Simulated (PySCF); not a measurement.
# Changing the system itself: IrBr (triplet)

Aim: change spin, charge, geometry, field or solvent of IrBr (triplet), one at a time, and compare with the base run.

Method: each script names its method and basis; program: PySCF 2.14.0.

2 further runs of the same task are left out: 2 that didn't finish.

## (1) Starting geometry

IrBr (triplet): 2 atoms, charge 0, spin multiplicity 3.

Bond lengths: Ir1–Br2 2.185 Å.

## (2) The base run

The input, input.py:

```python
from pyscf import gto, scf, mp

mol = gto.M(
    atom='Ir 0 0 0; Br 0 0 2.185',
    basis='def2-svp',
    ecp={'Ir': 'def2-svp'},
    charge=0,
    spin=2,
    verbose=3,
)
mf = scf.ROHF(mol)
mf.level_shift = 0.3
mf.kernel()
mp.MP2(mf).kernel()
mf.dip_moment()
print('orbital energies (hartree):', mf.mo_energy[..., max(0, mol.nelec[1]-3):mol.nelec[0]+3].round(4))
```

Launch:

```
> python input.py
```

The log of this run is left out.

In short: E(SCF) = -2675.548028 Eh, E(MP2) − E(SCF) = -0.57712 Eh, μ = 4.27 D (of the SCF density).

The bond length is a typed value, not an optimised one. On these ROHF orbitals the MP2 class gives a UMP2 expression without the singles term, not ROMP2. No search for the lowest state was made; open d or f shells can end in a higher solution. The triplet is typed in the script; nothing here shows that it is the ground state.

## (3) Bond 2.338 Å

Run 1 changes bond length: 2.185 Å → 2.338 Å.

The input, input.py:

```python
from pyscf import gto, scf, mp

mol = gto.M(
    atom='Ir 0 0 0; Br 0 0 2.338',
    basis='def2-svp',
    ecp={'Ir': 'def2-svp'},
    charge=0,
    spin=2,
    verbose=3,
)
mf = scf.ROHF(mol)
mf.level_shift = 0.3
mf.kernel()
mp.MP2(mf).kernel()
mf.dip_moment()
print('orbital energies (hartree):', mf.mo_energy[..., max(0, mol.nelec[1]-3):mol.nelec[0]+3].round(4))
```

Launch:

```
> python input.py
```

## (4) Bond 1.748 Å

Run 2 changes bond length: 2.185 Å → 1.748 Å.

Edit input.py of step 2 so:

```diff
@@ -3,3 +3,3 @@
 mol = gto.M(
-    atom='Ir 0 0 0; Br 0 0 2.185',
+    atom='Ir 0 0 0; Br 0 0 1.748',
     basis='def2-svp',
```

## (5) Lengths in bohr

Run 3 changes length unit: angstrom → bohr; bond length: 2.185 Å → 2.185 bohr.

Edit input.py of step 2 so:

```diff
@@ -8,2 +8,3 @@
     spin=2,
+    unit='bohr',
     verbose=3,
```

Before running it: what results should come out? Wanted: for each run, E(SCF); from base; SCF dipole; after the SCF.

The runs gave:

```csv
run,E(SCF) (hartree),from base (eV),SCF dipole (D),after the SCF
base,-2675.548028,0,4.27,MP2 correlation -15.704 eV
bond 2.338 Å,-2675.564335,-0.4437,4.99,MP2 correlation -15.394 eV
bond 1.748 Å,-2675.218157,+8.9762,1.94,MP2 correlation -17.252 eV
lengths in bohr (poor choice),-2671.273262,not comparable,0.33,MP2 correlation -17.011 eV
```

In words: The largest comparable shift of the SCF energy, +8.976 eV, comes with the run “bond 1.748 Å”. Rows marked «poor choice» come from settings spoiled on purpose.
